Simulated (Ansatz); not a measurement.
Run this with Ansatz's Python interface and show what comes out.

Script `ecut.py`:
```python
import csv

import ansatz


def main() -> None:
    xtal = (
        ansatz.Lattice.cubic(3.86)
        .space_group(221)
        .atom("Mn", [0.0, 0.0, 0.0])
        .atom("Zn", [0.0, 0.5, 0.5])
        .moments(Mn=4)
    )

    job = (
        xtal.calculation()
        .spin("collinear")
        .functional("r2SCAN", dispersion="d4")
        .kpoints(7, 7, 7, center="gamma")
        .occupations("Fermi-Dirac", width=0.15)
        .stress()
    )

    rows = []
    for value in [250, 325, 400, 475]:
        r = job.basis(value).run(threads=1).report
        rows.append((value, r["free_energy_ev"] / len(r["lattice"]["sites"]), r["n_iterations"], sum(r["stress_gpa"][i][i] for i in range(3)) / 3, r["magnetization_mub"], r["n_pw"]))

    with open("ecut.csv", "w", newline="") as handle:
        writer = csv.writer(handle)
        writer.writerow(["cutoff (eV)", "F/atom (eV)", "iterations", "P (GPa)", "moment (muB)", "plane waves"])
        writer.writerows([round(v, 5) if isinstance(v, float) else v for v in row] for row in rows)

    for row in rows[:-1]:
        shift = 1000 * (row[1] - rows[-1][1])
        print(f"{row[0]}: {shift:+.2f} meV/atom" + ("  (within 1 meV)" if abs(shift) < 1 else ""))


if __name__ == "__main__":
    main()
```

```console
$ python ecut.py
DeckWarning: basis.ecutwfc = 250 eV is below the records' recommended 500 eV, and the density's cutoff is lower with it unless basis.ecutrho_ratio is high enough to keep the records' density cutoff: compare with a run at a higher cutoff
DeckWarning: basis.ecutwfc = 325 eV is below the records' recommended 500 eV, and the density's cutoff is lower with it unless basis.ecutrho_ratio is high enough to keep the records' density cutoff: compare with a run at a higher cutoff
DeckWarning: basis.ecutwfc = 400 eV is below the records' recommended 500 eV, and the density's cutoff is lower with it unless basis.ecutrho_ratio is high enough to keep the records' density cutoff: compare with a run at a higher cutoff
DeckWarning: basis.ecutwfc = 475 eV is below the records' recommended 500 eV, and the density's cutoff is lower with it unless basis.ecutrho_ratio is high enough to keep the records' density cutoff: compare with a run at a higher cutoff
250: +1191.64 meV/atom
325: +27.89 meV/atom
400: +3.30 meV/atom
```
(Warnings from the package without file and line.)

File `ecut.csv` afterwards:
```csv
cutoff (eV),F/atom (eV),iterations,P (GPa),moment (muB),plane waves
250,-3469.27956,17,2.11437,3.30102,485
325,-3470.44331,16,-4.55695,3.30632,751
400,-3470.4679,17,-4.69617,3.30854,1021
475,-3470.4712,16,-4.65409,3.30884,1357
```

Notes:
- Other magnetic orders than the one started from may lie lower.
- Dispersion corrections can be off by several per cent in the lattices of metals, and by several GPa in the pressure at a fixed cell.
- For a metal this k-point mesh is coarse: on a finer one energies can move by several to tens of meV an atom and pressures by half a GPa or more, differences at one mesh by less.
- The overall sign of a collinear moment is arbitrary, and semilocal functionals can give small moments to compounds that are paramagnetic.
- The smearing is wide enough that free energy and stress hold a thermal part of the electrons.
- Pressure is positive in compression.
- r2SCAN tends to overestimate the moments of itinerant magnets.
- The structure is a deposited one; some such entries were measured under pressure or heat, so a shift against it needn't be the functional's error alone.
- Shifts are counted from the last row, which is itself no proven limit.
- Hardware and time: 64 s on 1 thread of Arm Neoverse V1, on a shared host, peak memory 0.59 GiB.
